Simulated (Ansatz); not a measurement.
# AlGa3Sb4: the cell at several levels of theory

Cell and atoms of AlGa3Sb4, ordered on the zincblende lattice (Pmm2) with 8 atoms a cell are relaxed in turn with PBE and r2SCAN. This is a trial cell built on a prototype, not taken from a measured structure, and it needn't be the compound's ground state.

Program: Ansatz 0.2.0. PAW datasets, plane waves, zero pressure. The cell comes from a prototype generator: it can be a known phase or a hypothetical one. Spin polarisation is off.

**1. The cell**

Space group Pmm2 (No. 25), orthorhombic; conventional cell a = 4.215 Å, b = 8.431 Å, c = 5.961 Å, 26.48 Å³ an atom. Al has 4 Sb at 2.58 Å; Sb has 2 Al at 2.58 Å and 2 Ga at 2.58 Å; Ga has 4 Sb at 2.58 Å; Sb has 1 Al at 2.58 Å and 3 Ga at 2.58 Å.

As a file:

Space group Pmm2 (No. 25). a = 4.215 Å, b = 8.431 Å, c = 5.961 Å, α = 90.00°, β = 90.00°, γ = 90.00°
```json
{"atom": "Al", "site": "1a", "symmetry": "mm2", "x": "0.0000", "y": "0.0000", "z": "0.0000"}
{"atom": "Sb", "site": "1c", "symmetry": "mm2", "x": "0.5000", "y": "0.0000", "z": "0.2500"}
{"atom": "Ga", "site": "2h", "symmetry": "m..", "x": "0.5000", "y": "0.2500", "z": "0.5000"}
{"atom": "Sb", "site": "2g", "symmetry": "m..", "x": "0.0000", "y": "0.2500", "z": "0.7500"}
{"atom": "Ga", "site": "1b", "symmetry": "mm2", "x": "0.0000", "y": "0.5000", "z": "0.0000"}
{"atom": "Sb", "site": "1d", "symmetry": "mm2", "x": "0.5000", "y": "0.5000", "z": "0.2500"}
```

**2. Relaxation with PBE**

Input file input.yaml:

```yaml
crystal:
  lattice:
    - [4.215408548, 0.0, 0.0]
    - [0.0, 8.430817096, 0.0]
    - [0.0, 0.0, 5.9614879395]
  atoms:
    - { symbol: Al, position: [0.0, 0.0, 0.0] }
    - { symbol: Sb, position: [0.5, 0.0, 0.25] }
    - { symbol: Ga, position: [0.5, 0.25, 0.5] }
    - { symbol: Sb, position: [0.0, 0.25, 0.75] }
    - { symbol: Ga, position: [0.0, 0.5, 0.0] }
    - { symbol: Sb, position: [0.5, 0.5, 0.25] }
    - { symbol: Ga, position: [0.5, 0.75, 0.5] }
    - { symbol: Sb, position: [0.0, 0.75, 0.75] }
kpoints:
  mp_grid: { grid: [6, 4, 4] }
hamiltonian:
  xc: pbe
scf:
  occupations: { method: fermi_dirac, width: 0.02 }
relax:
  f_tol: 0.005
  cell: {}
```

The run is started by

```console
$ ansatz run input.yaml --threads 2 --pin off --max-ram 29491MiB --backend cpu --events-out ev --progress --plain --runs-dir out
```

Output, shortened:

```text
[...]
Pseudopotentials: kind: paw
Pseudopotential: Al, paw, valence charge 3, recommended cutoff 420 eV (normal), Al.paw.azcp
Pseudopotential: Sb, paw, valence charge 15, recommended cutoff 420 eV (normal), Sb.paw.azcp
Pseudopotential: Ga, paw, valence charge 13, recommended cutoff 420 eV (normal), Ga.paw.azcp
Functional definition: PBE
[...]
Crystal: 8 atoms, lattice volume = 211.867 Å³
Basis set: ecut = 420 eV, 4129 PW (Γ), exchange–correlation on 60×120×80 points (8 copies of the dense FFT grid, shifted against one another)
Bands: 62, of which v1, the nominal top of the filled ones, is band 51 counted from 1 (50 counted from 0)
Symmetry: 4 space group operations
Space group: Pmm2 (ITA 25), of the structure as read, at distance tolerance 6.0e-5 Å
k-points: 36 of 96 (time reversal used)
[...]
SCF iter   1: F=—  HF=-37825.213841 eV  |F-HF|=—  |Δ(HF+E_count)|=         —  Δρ=1.39e-3  dr2=5.31e-3  ethr=1.77e-3  ⟨swp⟩=7.2  Hψ=8976  notcnv=0  defer=4
[...]
relax step   1: F+E_penalty+E_count = -37825.20718746 eV  Δ(F+E_penalty+E_count) = +0.000e0 eV  max|allowed force component| = 5.923e-2 eV/Å  Δτ_max = 0.0000 Å  P = +7.757 GPa  Ω = 211.867 Å³  (7 SCF iters, dr2 threshold 1.00e-7 eV, accepted)
[...]
  atom   2  Sb     0.00000000     0.00000000    -0.00028605
  atom   3  Ga     0.00000000    -0.00021149    -0.00010099
  atom   4  Sb     0.00000000     0.00063382    -0.00014510
  atom   5  Ga     0.00000000     0.00000000    -0.00027116
  atom   6  Sb     0.00000000     0.00000000    -0.00003447
  atom   7  Ga     0.00000000     0.00021149    -0.00010099
  atom   8  Sb     0.00000000    -0.00063382    -0.00014510
[...]
--- Stress (GPa, compression-positive) ---
        0.005819       0.000000       0.000000
        0.000000       0.004917       0.000000
        0.000000       0.000000       0.003481
  P = ⅓ Tr σ = 0.0047 GPa (0.047 kbar)
--- Relaxed structure (5 steps of the walk, 5 accepted, 1 SCFs on fresh bases) ---
  F+E_penalty+E_count = -37825.81571108 eV   max|allowed force component| = 1.084e-3 eV/Å   (the final SCF, on the basis selected at the relaxed cell)
  cell:  # Å, volume = 240.2122 Å³
    - [4.402158704733942, 0.0, 0.0]
    - [0.0, 8.795178297561224, 0.0]
    - [0.0, 0.0, 6.204185510697204]
  atoms:
    - { symbol: Al, position: [-6.781791678427377e-36, 1.60749865662473e-20, 0.0006627367356148225] }
    - { symbol: Sb, position: [0.5, 1.60749865662473e-20, 0.2505735947536418] }
    - { symbol: Ga, position: [0.5, 0.25063646996895994, 0.5001270249352526] }
    - { symbol: Sb, position: [-6.781791678427377e-36, 0.250271913909213, 0.749819646024643] }
    - { symbol: Ga, position: [-6.781791678427377e-36, 0.5, -0.00033485001891939126] }
    - { symbol: Sb, position: [0.5, 0.5, 0.24920517660987196] }
    - { symbol: Ga, position: [0.5, 0.7493635300310401, 0.5001270249352526] }
    - { symbol: Sb, position: [-9.63728291144943e-36, 0.749728086090787, 0.749819646024643] }
```

Wall time 76 s (2 threads of AMD EPYC 7R13 (Zen 3), shared host); peak memory 0.76 GiB.

The steps:

```
step  energy change (meV/atom)  largest force (eV/Å)  pressure (GPa)  volume (Å³/atom)
   1                       0.0                0.0592            7.76            26.483
   2                     -74.4                0.0549           -0.56            30.438
   3                     -75.2                0.0058           -0.15            30.137
   4                     -75.3                0.0061            0.01            30.019
   5                     -75.3                0.0011            0.00            30.027
   6                     -76.1                0.0011            0.00            30.027
```

Step 6 solves the same cell on a plane-wave basis chosen anew, so the energy can jump there without a move.

The table lists every geometry solved, with passes on a fresh basis, whose energies don't compare exactly with the rows above.

```
                       before   after    change
                a (Å)   4.215   4.402   +4.43 %
                b (Å)   8.431   8.795   +4.32 %
                c (Å)   5.961   6.204   +4.07 %
     volume (Å³/atom)  26.483  30.027  +13.38 %
shortest distance (Å)   2.581   2.688   +4.14 %
          space group    Pmm2    Pmm2      same
```

**3. Relaxation with r2SCAN**

Start: the result of step 2.

Input file input.yaml:

```yaml
crystal:
  lattice:
    - [4.4021587047, 0.0, 0.0]
    - [0.0, 8.7951782976, 0.0]
    - [0.0, 0.0, 6.2041855107]
  atoms:
    - { symbol: Al, position: [0.0, 0.0, 0.0006627367] }
    - { symbol: Sb, position: [0.5, 0.0, 0.2505735948] }
    - { symbol: Ga, position: [0.5, 0.25063647, 0.5001270249] }
    - { symbol: Sb, position: [0.0, 0.2502719139, 0.749819646] }
    - { symbol: Ga, position: [0.0, 0.5, -0.00033485] }
    - { symbol: Sb, position: [0.5, 0.5, 0.2492051766] }
    - { symbol: Ga, position: [0.5, 0.74936353, 0.5001270249] }
    - { symbol: Sb, position: [0.0, 0.7497280861, 0.749819646] }
kpoints:
  mp_grid: { grid: [6, 4, 4] }
hamiltonian:
  xc: r2scan
scf:
  occupations: { method: fermi_dirac, width: 0.02 }
relax:
  f_tol: 0.005
  cell: {}
output:
  write_density: true
  write_potential: true
  elf: true
  volumetric_format: npy
```

The run is started by

```console
$ ansatz run input.yaml --threads 2 --pin off --max-ram 29491MiB --backend cpu --events-out ev --progress --plain --runs-dir out
```

Output:

```text
Engine: ansatz 0.2.0, x86_64-unknown-linux-gnu
[... 1 set-up line as earlier in the session ...]
Pseudopotential: Al, paw, valence charge 3, recommended cutoff 500 eV (meta_gga), Al.paw.azcp
Pseudopotential: Sb, paw, valence charge 15, recommended cutoff 500 eV (meta_gga), Sb.paw.azcp
Pseudopotential: Ga, paw, valence charge 13, recommended cutoff 500 eV (meta_gga), Ga.paw.azcp
Functional definition: r2SCAN
  parameter k0 = 0.174
  parameter k1 = 0.065
  parameter a1 = 4.9479
  exchange = r2scan_x(k0 = k0, k1 = k1, a1 = a1)
  correlation = r2scan_c
Crystal: 8 atoms, lattice volume = 240.212 Å³
Basis set: ecut = 500 eV, 6051 PW (Γ), exchange–correlation on 144×288×192 points (64 copies of the dense FFT grid, shifted against one another)
Bands: 62, of which v1, the nominal top of the filled ones, is band 51 counted from 1 (50 counted from 0)
[... 1 set-up line as earlier in the session ...]
Space group: Pmm2 (ITA 25), of the structure as read, at distance tolerance 6.2e-5 Å
k-points: 36 of 96 (time reversal used)
Non-local potential: Al, projectors of the file, l = 0: 2, l = 1: 2, l = 2: 1
Non-local potential: Sb, projectors of the file, l = 0: 2, l = 1: 2, l = 2: 2, l = 3: 2
Non-local potential: Ga, projectors of the file, l = 0: 2, l = 1: 2, l = 2: 3, l = 3: 1
PAW form: soft (Blöchl's): semilocal exchange-correlation on the pseudo side does not see the compensation charge
PAW frozen core: Al, regenerated for the run's functional (the file was generated under x = pbe(κ = 0.804, μ = 0.2195149727645171), c = pbe(β = 0.06672455060314922))
PAW frozen core: Sb, regenerated for the run's functional (the file was generated under x = pbe(κ = 0.804, μ = 0.2195149727645171), c = pbe(β = 0.06672455060314922))
PAW frozen core: Ga, regenerated for the run's functional (the file was generated under x = pbe(κ = 0.804, μ = 0.2195149727645171), c = pbe(β = 0.06672455060314922))
PAW one-centre angular grid: Al, 302 points (default); XC on 160 Gauss nodes
PAW one-centre angular grid: Sb, 590 points (default); XC on 160 Gauss nodes
PAW one-centre angular grid: Ga, 590 points (default); XC on 160 Gauss nodes
Initial density: superposition of atomic densities (neutral atoms: chi_scale 0, normalization atom), corrected by the library's trained network
Initial wavefunctions: pseudopotential atomic-orbital guess
Functional: x = r2scan, c = r2scan; τ floored in thin density (d = 2e-4 eV/Å³)
SCF iter   1: F=—  HF=-37909.556451 eV  |F-HF|=—  |Δ(HF+E_count)|=         —  Δρ=6.89e-3  dr2=5.86e-2  dr2_τ=1.36e-2  ethr=1.77e-3  ⟨swp⟩=6.9  Hψ=8765  notcnv=0  defer=6
preconditioner: auto → Resta (q_TF=auto, 2.365 Å⁻¹)  ε∞=3.0  [insulator: Δε(μ)=0.417 eV  Ē_g=13.469 eV  σ=0.020 eV  W_gap=1.00  n_scr=52 (ndim 8)  ℏωp=18.9 eV  f_vac=0.082  D(μ)=0.00/eV (n_scr^D=0)  ε∞_Penn≈3.0]
SCF iter   2: F=—  HF=-37909.586673 eV  |F-HF|=—  |Δ(HF+E_count)|=   3.02e-2  Δρ=2.16e-3  dr2=7.42e-3  dr2_τ=1.38e-4  ethr=5.74e-5  ⟨swp⟩=3.0  Hψ=4113  notcnv=0  defer=168
SCF iter   3: F=—  HF=-37909.585655 eV  |F-HF|=—  |Δ(HF+E_count)|=   1.02e-3  Δρ=1.62e-3  dr2=3.30e-3  dr2_τ=3.54e-5  ethr=7.28e-6  ⟨swp⟩=2.0  Hψ=3394  notcnv=0  defer=168
SCF iter   4: F=—  HF=-37909.585719 eV  |F-HF|=—  |Δ(HF+E_count)|=   6.38e-5  Δρ=5.65e-4  dr2=4.99e-4  dr2_τ=5.47e-6  ethr=3.23e-6  ⟨swp⟩=1.3  Hψ=2078  notcnv=0  defer=168
SCF iter   5: F=—  HF=-37909.585736 eV  |F-HF|=—  |Δ(HF+E_count)|=   1.73e-5  Δρ=1.15e-4  dr2=2.64e-5  dr2_τ=2.39e-7  ethr=4.89e-7  ⟨swp⟩=2.0  Hψ=2517  notcnv=0  defer=168
SCF iter   6: F=—  HF=-37909.585758 eV  |F-HF|=—  |Δ(HF+E_count)|=   2.16e-5  Δρ=1.91e-5  dr2=1.88e-6  dr2_τ=3.33e-8  ethr=2.59e-8  ⟨swp⟩=2.0  Hψ=3072  notcnv=0  defer=168
SCF iter   7: F=—  HF=-37909.585758 eV  |F-HF|=—  |Δ(HF+E_count)|=   2.21e-7  Δρ=7.32e-6  dr2=1.69e-7  dr2_τ=2.62e-9  ethr=1.84e-9  ⟨swp⟩=2.0  Hψ=3179  notcnv=0  defer=168
SCF iter   8: F=-37909.585758 eV  HF=-37909.585758 eV  |F-HF|=4.82e-8  |Δ(HF+E_count)|=   2.43e-8  Δρ=3.44e-6  dr2=3.21e-8  dr2_τ=3.65e-10  ethr=9.80e-11  ⟨swp⟩=8.9  Hψ=14273  notcnv=0
SCF 1 converged in 8 iterations: F = -37909.585758 eV  dr2 = 3.21e-8
relax step   1: F+E_penalty+E_count = -37909.58575781 eV  Δ(F+E_penalty+E_count) = +0.000e0 eV  max|allowed force component| = 5.900e-2 eV/Å  Δτ_max = 0.0000 Å  P = -1.740 GPa  Ω = 240.212 Å³  (8 SCF iters, dr2 threshold 1.00e-7 eV, accepted)
[... 15 lines left out ...]
relax step   2: F+E_penalty+E_count = -37909.60405747 eV  Δ(F+E_penalty+E_count) = -1.830e-2 eV  max|allowed force component| = 8.246e-2 eV/Å  Δτ_max = 0.0223 Å  P = +1.574 GPa  Ω = 225.726 Å³  energy of the carried Pulay correction = +2.136e-3 eV  (7 SCF iters, dr2 threshold 8.00e-7 eV, accepted)
[... 13 lines left out ...]
relax step   3: F+E_penalty+E_count = -37909.63373361 eV  Δ(F+E_penalty+E_count) = -2.968e-2 eV  max|allowed force component| = 1.100e-2 eV/Å  Δτ_max = 0.0126 Å  P = -0.091 GPa  Ω = 232.371 Å³  energy of the carried Pulay correction = +1.140e-3 eV  (7 SCF iters, dr2 threshold 8.00e-7 eV, accepted)
[... 11 lines left out ...]
relax step   4: F+E_penalty+E_count = -37909.63391744 eV  Δ(F+E_penalty+E_count) = -1.838e-4 eV  max|allowed force component| = 6.062e-3 eV/Å  Δτ_max = 0.0019 Å  P = -0.003 GPa  Ω = 231.988 Å³  energy of the carried Pulay correction = +1.196e-3 eV  (6 SCF iters, dr2 threshold 2.30e-8 eV, accepted)
[... 9 lines left out ...]
relax step   5: F+E_penalty+E_count = -37909.63392838 eV  Δ(F+E_penalty+E_count) = -1.094e-5 eV  max|allowed force component| = 4.045e-4 eV/Å  Δτ_max = 0.0007 Å  P = -0.000 GPa  Ω = 231.975 Å³  energy of the carried Pulay correction = +1.198e-3 eV  (5 SCF iters, dr2 threshold 2.30e-9 eV, accepted)
[... 11 lines left out ...]
relax step   6: F+E_penalty+E_count = -37909.63285483 eV  Δ(F+E_penalty+E_count) = +1.074e-3 eV  max|allowed force component| = 4.123e-4 eV/Å  Δτ_max = 0.0000 Å  P = -0.004 GPa  Ω = 231.975 Å³  stress off target by 4.83e-3 GPa  SCF on the basis re-selected at this cell (its energy is not comparable with the rows above)  (6 SCF iters)
basis re-selected at this cell: Δ(F+E_penalty+E_count) = +1.074e-3 eV, ΔP = -0.004 GPa vs the last step (what re-selecting the basis moved, of the pressure what is left beyond the Pulay correction that the steps carried, after the strain that the cell walked since its last selection, with what the two solves' SCF thresholds leave and, on support functions, any second-order correction that the steps lacked; it is no measure of the basis error at this ecutwfc). The dense FFT grid was sized anew with the basis: this SCF ran on 32×64×45 points, the steps before it on 36×72×48, so part of this shift can come from that change (see relax.cell in the input reference). This SCF's stress stands 4.83e-3 GPa from its target on what of the cell is left free (relax.cell.stress_tol is 5.00e-2 GPa) and its largest allowed force component is 4.12e-4 eV/Å (relax.f_tol is 5.00e-3 eV/Å): within both
SCF converged after 6 iterations
Free energy (F): -37909.632855 eV
Harris-Foulkes:  -37909.632855 eV  (|F-HF|=0.00e0)
Internal energy: -37909.632855 eV  (E = F + TS)
E sigma→0 (E₀):  -37909.632855 eV
Fermi energy:    7.379712 eV
--- Per-component energies (eV) ---
  E_band       = -1074.210019
  E_kinetic    = 1193.046942
  E_local      = -14262.465366  (includes V_loc(G=0)·N_el)
  E_nonlocal   = 2745.307655
  E_hartree    = 6571.557894
  E_xc         = -730.818905
  E_vxc        = -617.219867  (∫ρ·V_xc dr)
  E_paw        = -24897.013962  (= ΣΔE_a)
  E_vpaw       = -3314.158091  (= ΣTr[D̂ρ^β])
  E_aug_tail   = -0.000121  (compensation charges beyond the density's cutoff)
  E_vtau       = 38.163167  (kinetic-family band-sum trace: ∫τ·v_τ [+ j·A + Jᵃ·Aᵃ] dr)
  E_ewald      = -8529.251823
  E_core_change = 0.004830  (= ΣΔE_core)
  E_smearing   = -0.000000  (= −TS)
  E_closure    = 0.000000  (closes the sum)
  Σ components = -37909.632855   (vs F -37909.632855, Δ=0.00e0)
--- Forces (eV/Å), atoms counted from 1 ---
  atom   1  Al    -0.00000000    -0.00000000     0.00012920
  atom   2  Sb     0.00000000     0.00000000    -0.00036571
  atom   3  Ga    -0.00000000    -0.00004459    -0.00013116
  atom   4  Sb     0.00000000    -0.00017413     0.00010020
  atom   5  Ga    -0.00000000    -0.00000000     0.00041213
  atom   6  Sb     0.00000000     0.00000000    -0.00011517
  atom   7  Ga    -0.00000000     0.00004459    -0.00013116
  atom   8  Sb     0.00000000     0.00017413     0.00010020
  max |Σ_I F_I| component: 1.47e-6 eV/Å
--- Stress (GPa, compression-positive) ---
       -0.002809      -0.000000      -0.000000
       -0.000000      -0.004834      -0.000000
       -0.000000      -0.000000      -0.004467
  P = ⅓ Tr σ = -0.0040 GPa (-0.040 kbar)
--- Band table (eV; the first three rows and the last of 36) ---
  k-point 0: bands = ["-22.3588", "-22.3586", "-22.3564", "-22.3368", "-22.3337", "-22.3029", "-22.3006", "-22.2993", "-22.2992", "-22.2855", "-22.2833", "-22.2712", "-22.2686", "-22.2678", "-22.2668", "-22.2419", "-22.2378", "-22.2199", "-22.2062", "-22.2040", "-8.3922", "-8.3754", "-8.3693", "-8.3492", "-8.3489", "-8.3433", "-8.3408", "-8.3301", "-8.3255", "-8.3117", "-8.3056", "-8.3042", "-8.3006", "-8.2927", "-8.2891", "-4.6469", "-3.1738", "-3.0535", "-2.1874", "0.3339", "1.4568", "1.8920", "3.8554", "3.8719", "4.4545", "4.4646", "5.8031", "5.8175", "7.0183", "7.0249", "7.0267", "7.7430", "8.3441", "8.5281", "9.3580", "9.5975", "10.1121", "10.1167", "10.1189", "11.9621", "11.9718", "12.1105"]
[... 3 lines left out ...]
--- Relaxed structure (5 steps of the walk, 5 accepted, 1 SCFs on fresh bases) ---
  F+E_penalty+E_count = -37909.63285483 eV   max|allowed force component| = 4.123e-4 eV/Å   (the final SCF, on the basis selected at the relaxed cell)
  cell:  # Å, volume = 231.9754 Å³
    - [4.349394151988747, -6.819373526231403e-34, -1.6859643064986292e-17]
    - [-1.3624589676220182e-33, 8.692347685528198, -1.3624589676220182e-33]
    - [-2.3761149980277697e-17, -9.61088894371865e-34, 6.135868329106514]
  atoms:
    - { symbol: Al, position: [5.528199772353884e-20, 0.0, 0.0008982758807888549] }
    - { symbol: Sb, position: [0.5, 0.0, 0.2523734676636732] }
    - { symbol: Ga, position: [0.5, 0.25123670872993437, 0.5000717937140783] }
    - { symbol: Sb, position: [-1.1453827185787723e-19, 0.250948962683308, 0.749331634498366] }
    - { symbol: Ga, position: [-7.11822102998711e-20, 0.5, -0.0006381349786763916] }
    - { symbol: Sb, position: [0.5, 0.5, 0.24855953490932528] }
    - { symbol: Ga, position: [0.5, 0.7487632912700657, 0.5000717937140783] }
    - { symbol: Sb, position: [-1.1453827185787723e-19, 0.749051037316692, 0.749331634498366] }
```

It took 3.1 min on 2 threads of AMD EPYC 7R13 (Zen 3), shared host; peak memory 1.4 GiB.

The steps:

```
step  energy change (meV/atom)  largest force (eV/Å)  pressure (GPa)  volume (Å³/atom)
   1                       0.0                0.0590           -1.74            30.027
   2                      -2.3                0.0825            1.57            28.216
   3                      -6.0                0.0110           -0.09            29.046
   4                      -6.0                0.0061            0.00            28.999
   5                      -6.0                0.0004            0.00            28.997
   6                      -5.9                0.0004            0.00            28.997
```

Step 6 solves the same cell on a plane-wave basis chosen anew, so the energy can jump there without a move.

The table lists every geometry solved, with passes on a fresh basis, whose energies don't compare exactly with the rows above.

```
                       before   after   change
                a (Å)   4.402   4.349  -1.20 %
                b (Å)   8.795   8.692  -1.17 %
                c (Å)   6.204   6.136  -1.10 %
     volume (Å³/atom)  30.027  28.997  -3.43 %
shortest distance (Å)   2.688   2.653  -1.30 %
          space group    Pmm2    Pmm2     same
```

Density in a lattice plane of the grid's cell (edges 8.69 and 6.14 Å, at 0.000 of the third edge), which holds Al and Sb and Ga.

Ten even steps from ' ' (0.01 e/Å³) to '@' (52.41 e/Å³):
```
                        ..                      
                                                
          ..--..                  ..--..        
          ..--..                  ..--..        
                                                
                                                
                                                
                                                
                                                
                                                
                                                
                                                
                        ..                      
                      ::@@::                    
```
Columns run along the first of these edges and rows up along the second, over one cell in 24 and 14 even steps from the bottom left corner. Atoms in the plane (fractional): Al at (0.00, 0.00), Sb at (0.25, 0.75), Ga at (0.50, 1.00), Sb at (0.75, 0.75).

ELF in the same plane.

Values, 8 rows by 12 columns:
```
0.28 0.91 0.54 0.27 0.49 0.46 0.23 0.46 0.49 0.27 0.54 0.91
0.29 0.67 0.24 0.00 0.23 0.60 0.25 0.60 0.23 0.00 0.24 0.67
0.04 0.34 0.39 0.26 0.40 0.36 0.04 0.36 0.40 0.26 0.39 0.34
0.01 0.04 0.31 0.48 0.34 0.05 0.01 0.05 0.34 0.48 0.31 0.04
0.04 0.03 0.02 0.04 0.02 0.02 0.03 0.02 0.02 0.04 0.02 0.03
0.29 0.16 0.03 0.01 0.03 0.15 0.25 0.15 0.03 0.01 0.03 0.16
0.27 0.30 0.14 0.05 0.14 0.25 0.23 0.25 0.14 0.05 0.14 0.30
0.26 0.38 0.71 0.52 0.54 0.22 0.42 0.22 0.54 0.52 0.71 0.38
```
Columns run along the first of these edges and rows up along the second, over one cell in 12 and 8 even steps from the bottom left corner. Atoms in the plane (fractional): Al at (0.00, 0.00), Sb at (0.25, 0.75), Ga at (0.50, 1.00), Sb at (0.75, 0.75).

Both are smooth fields of the valence electrons: close to the nuclei they are not physical.

The highest ELF values outside the cores: 0.92 on the Al–Sb line, 1.0 Å from Al; 0.74 on the Ga–Sb line, 1.3 Å from Ga; 0.72 on the Sb–Ga line, 1.3 Å from Sb.

**4. All levels compared**

```
 level  a (Å)  b (Å)  c (Å)  volume (Å³/atom)  space group  SCF geometries
   PBE  4.402  8.795  6.204            30.027         Pmm2               6
r2SCAN  4.349  8.692  6.136            28.997         Pmm2               6
```

What this shows: The first relaxation changed the volume by +13.4 % from the start. r2SCAN gives the smallest cell and PBE the largest; they differ by 3.6 % in volume, a mean of 1.2 % in length.
